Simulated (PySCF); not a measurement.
**A diatomic session: NaSr−**

Aim: find the lowest electronic state of NaSr−, scan its bond at several levels of theory, and get bond length, wavenumber and dissociation energy from each curve.

The runs use PySCF 2.14.0; Na aug-cc-pVDZ-DK, Sr aug-cc-pVDZ-X2C, spin-free X2C with a Gaussian nucleus.

4 further runs of the same task are left out: 4 set aside as unsound or not needed.

## 1. Input

A driver script around PySCF takes these settings:

```json
{
 "atoms": "Na, Sr",
 "charge": "-1",
 "basis": "Na aug-cc-pVDZ-DK, Sr aug-cc-pVDZ-X2C",
 "Hamiltonian": "spin-free X2C with a Gaussian nucleus",
 "basis functions": "72",
 "electrons treated": "50",
 "masses in u": "22.9898, 87.9056",
 "levels": "PBE0, PBE, r²SCAN, M06-L, M06-2X, TPSS, MP2, SCS-MP2, CCSD, CCSD(T)",
 "grid": "80 radial by 434 angular points",
 "occupations": "held fixed by the projection of orbital angular momentum",
 "dissociation limit": "Na− + Sr, each in its ground configuration",
 "starting distance in angstrom": "3.385",
 "values of 2S to try": "0, 2"
}
```

Command:

```
OMP_NUM_THREADS=1 python dia.py task.json out
```

Further steps of the session: PBE0 along the bond; PBE; r²SCAN (meta-GGA); M06-L; M06-2X (hybrid meta-GGA); TPSS (meta-GGA); Correlated methods on the Hartree–Fock reference.

**Question.** What will these runs give? Wanted: for each run, Re; ωe; De; μ.

**Answer**, as computed:

Lowest PBE0 solution found, without spin–orbit coupling: ¹Σ⁺ (singlet), closed shell.

| level | Re (Å) | ωe (cm⁻¹) | De (eV) | μ (D) |
| --- | --- | --- | --- | --- |
| RHF-MP2 | 4.156 | 69.7 | 0.397 | n/a |
| RHF-SCS-MP2 | 4.193 | 67.8 | 0.368 | n/a |
| RHF-CCSD | 4.122 | 72.8 | 0.408 | n/a |
| RHF-CCSD(T) | 4.081 | 75.9 | 0.467 | n/a |
| PBE | 4.105 | 77.3 | 0.53 | 6.14 |
| TPSS | 4.151 | 77.6 | 0.53 | 5.80 |
| r²SCAN | 4.139 | 78.6 | 0.54 | 5.77 |
| M06-L | 4.079 | 79.9 | 0.475 | 6.88 |
| PBE0 | 4.138 | 77.3 | 0.51 | 5.86 |
| M06-2X | 4.025 | 80.0 | 0.472 | 6.07 |

De is counted to Na− + Sr in their ground configurations. A positive dipole points from Na to Sr; in an ion it is taken about the centre of mass and does not tell which atom is negative.

Bond lengths run from 4.025 Å (M06-2X) to 4.193 Å (RHF-SCS-MP2). CCSD(T) can't serve as the judge here: for a weak bond in this basis it is far from its limit. Among the levels with a De in the table, it runs from 0.368 eV (RHF-SCS-MP2) to 0.54 eV (r²SCAN).

Correlated steps freeze 10 core orbitals. With some functionals the highest level of the anion is positive, from self-interaction error or because the anion is truly unbound there; the finite basis then holds the extra electron, and no neutral molecule was run to test the binding. Spin–orbit coupling is left out.
